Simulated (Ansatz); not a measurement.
# NiO: the cost of one run

Computed with Ansatz 0.2.0 (DFT PBE+U (U_eff = 7 eV on Ni d), plane waves, PAW, unless a step's input says otherwise).

1 further run of the same task is left out (it didn't finish).

## Step 1: The starting structure

Symmetry: Fm-3m, No. 225, cubic system. The conventional cell has a = 4.183 Å, b = 4.183 Å, c = 4.183 Å, α = 90.00°, β = 90.00°, γ = 90.00°. Ni (site symmetry m-3m) has 6 O at 2.09 Å as nearest neighbours. Around O (site symmetry m-3m) lie 6 Ni at 2.09 Å.

Coordinates:

```
Ni O
1.0
     0.00000    2.09131    2.09131
     2.09131    0.00000    2.09131
     4.18262    4.18262    0.00000
Ni O
2 2
Direct
  0.00000 0.00000 0.00000
  0.00000 0.00000 0.50000
  0.50000 0.50000 0.25000
  0.50000 0.50000 0.75000
```

Magnetic order typed: antiferromagnetic, doubled cell 0 0 1/2.

An earlier series on this cell reached its lowest free state from «from atoms, symmetry kept, no search», perhaps among other starts.

## Step 2: Random orbitals: single harmonics, second filling

Input file input.yaml:

```yaml
crystal:
  lattice:
    - [0.0, 2.09130951, 2.09130951]
    - [2.09130951, 0.0, 2.09130951]
    - [4.18261902, 4.18261902, 0.0]
  atoms:
    - { symbol: Ni, position: [0.0, 0.0, 0.0], spin: 0.3 }
    - { symbol: O, position: [0.5, 0.5, 0.25] }
    - { symbol: Ni, position: [0.0, 0.0, 0.5], spin: -0.3 }
    - { symbol: O, position: [0.5, 0.5, 0.75] }
basis:
  ecutwfc: 420
  ecutrho_ratio: 4
kpoints:
  mp_grid: { grid: [8, 8, 8] }
hamiltonian:
  xc: pbe
  hubbard:
    sites:
      - { site: 0, l: d, u_eff: 7.0, starting_ns: [{ spin: up, occupation_matrix: s0up }, { spin: down, occupation_matrix: s0down }] }
      - { site: 2, l: d, u_eff: 7.0, starting_ns: [{ spin: up, occupation_matrix: s2up }, { spin: down, occupation_matrix: s2down }] }
    occupation_matrices:
      s0up:
        matrix:
          - [0.97, 0.0, 0.0, 0.0, 0.0]
          - [0.0, 0.97, 0.0, 0.0, 0.0]
          - [0.0, 0.0, 0.02, 0.0, 0.0]
          - [0.0, 0.0, 0.0, 0.97, 0.0]
          - [0.0, 0.0, 0.0, 0.0, 0.97]
      s0down:
        matrix:
          - [0.97, 0.0, 0.0, 0.0, 0.0]
          - [0.0, 0.97, 0.0, 0.0, 0.0]
          - [0.0, 0.0, 0.02, 0.0, 0.0]
          - [0.0, 0.0, 0.0, 0.97, 0.0]
          - [0.0, 0.0, 0.0, 0.0, 0.97]
      s2up:
        matrix:
          - [0.97, 0.0, 0.0, 0.0, 0.0]
          - [0.0, 0.97, 0.0, 0.0, 0.0]
          - [0.0, 0.0, 0.02, 0.0, 0.0]
          - [0.0, 0.0, 0.0, 0.97, 0.0]
          - [0.0, 0.0, 0.0, 0.0, 0.97]
      s2down:
        matrix:
          - [0.97, 0.0, 0.0, 0.0, 0.0]
          - [0.0, 0.97, 0.0, 0.0, 0.0]
          - [0.0, 0.0, 0.02, 0.0, 0.0]
          - [0.0, 0.0, 0.0, 0.97, 0.0]
          - [0.0, 0.0, 0.0, 0.0, 0.97]
    ns_hold: until_converged
scf:
  occupations: { method: gaussian, width: 0.05 }
  lower_state_search: "off"
  max_iter: 150
output:
  forces: true
  stress: true
  eigenvalues: true
  populations: true
  hubbard: { sites: [{ site: 0, l: d }, { site: 2, l: d }] }
magnetization:
  spin_polarized: true
```

The typed matrices put 0.97 on the chosen orbitals and 0.02 on the others, and are held until the SCF converges, then released.

Launch:

```
> ansatz run input.yaml --threads 2 --pin off --max-ram 3072MiB --backend cpu --events-out ev --progress --plain --runs-dir out
```

**Question.** How long does this run take on 2 threads of Arm Neoverse V2, shared host, and how much memory does it need?

About 2.1 min, with a peak of 0.8 GiB.
